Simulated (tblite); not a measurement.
# H16O24Si16: the cost of one run

Computed with tblite 0.8.0 and PySCF 2.14.0 and routines of our own; the level stands in each step. Atoms count from 0.

### 1 The starting structure

56 atoms, charge 0, multiplicity 1; geometry from: force field, distance geometry or constructed start.

### 2 Optimising the geometry with GFN2-xTB

What the job is given:

```
{"job": {"kind": "relax", "xc": "GFN2-xTB", "basis": "xTB"}, "charge": 0, "multiplicity": 1}
Si     4.055200    -0.001800     1.548400
Si     2.860800     2.866600     1.543100
Si     0.005200     4.048000     1.551000
Si    -2.864700     2.868400     1.543800
Si    -4.051300    -0.001200     1.553400
Si    -2.867300    -2.864500     1.547400
Si     0.000100    -4.048600     1.546700
Si     2.867400    -2.861300     1.551500
Si     4.053000    -0.002100    -1.550400
Si     2.861200     2.863200    -1.548400
Si    -0.002100     4.049100    -1.552100
Si    -2.866500     2.862000    -1.550000
Si    -4.053700     0.000700    -1.545000
Si    -2.861800    -2.864600    -1.552700
Si    -0.002200    -4.045200    -1.549800
Si     2.862100    -2.863400    -1.543700
O      3.940400     1.633900     1.767400
O      1.630900     3.936600     1.765500
O     -1.632600     3.941800     1.769000
O     -3.937200     1.632900     1.769200
O     -3.942300    -1.628200     1.768000
O     -1.632900    -3.938500     1.766300
O      3.943400    -1.627400     1.773100
O      1.627800    -3.944300     1.765000
O      4.616500     0.002600     0.000900
O      3.257900     3.263100     0.002500
O      3.940700     1.634300    -1.767200
O     -0.000600     4.616600     0.001200
O      1.632600     3.940400    -1.768500
O     -3.262900     3.264400     0.003400
O     -1.628400     3.940600    -1.767600
O     -4.617900     0.001300     0.000200
O     -3.941000     1.632100    -1.768400
O     -3.261900    -3.265300     0.003700
O     -3.938800    -1.630200    -1.769800
O      0.000500    -4.613800    -0.002900
O     -1.632800    -3.939900    -1.770600
O      3.264900    -3.261500    -0.002600
O      3.941100    -1.635900    -1.766600
O      1.627200    -3.936600    -1.765300
H      5.395100    -0.002300     2.068500
H      3.820900     3.809400     2.068400
H      0.004900     5.396200     2.061100
H     -3.812400     3.814500     2.062900
H     -5.398900     0.001700     2.067100
H     -3.816900    -3.813400     2.061300
H      0.002400    -5.395100     2.064100
H      3.814700    -3.812400     2.067000
H      5.396800     0.000400    -2.064500
H      3.816900     3.815700    -2.062700
H     -0.000900     5.387900    -2.061600
H     -3.808400     3.816300    -2.065000
H     -5.395600    -0.000400    -2.064600
H     -3.818400    -3.816600    -2.067700
H      0.000700    -5.396100    -2.063200
H      3.814500    -3.812000    -2.064100
```

Command:

```sh
> OMP_NUM_THREADS=8 python large_run.py task.json out
```

This one command runs all jobs of the session in turn.

Q: Estimate the wall time and peak memory of this first job on 8 threads of Intel Xeon 6975P-C, shared host.

About 6.3 s, with a peak of 0.17 GiB.
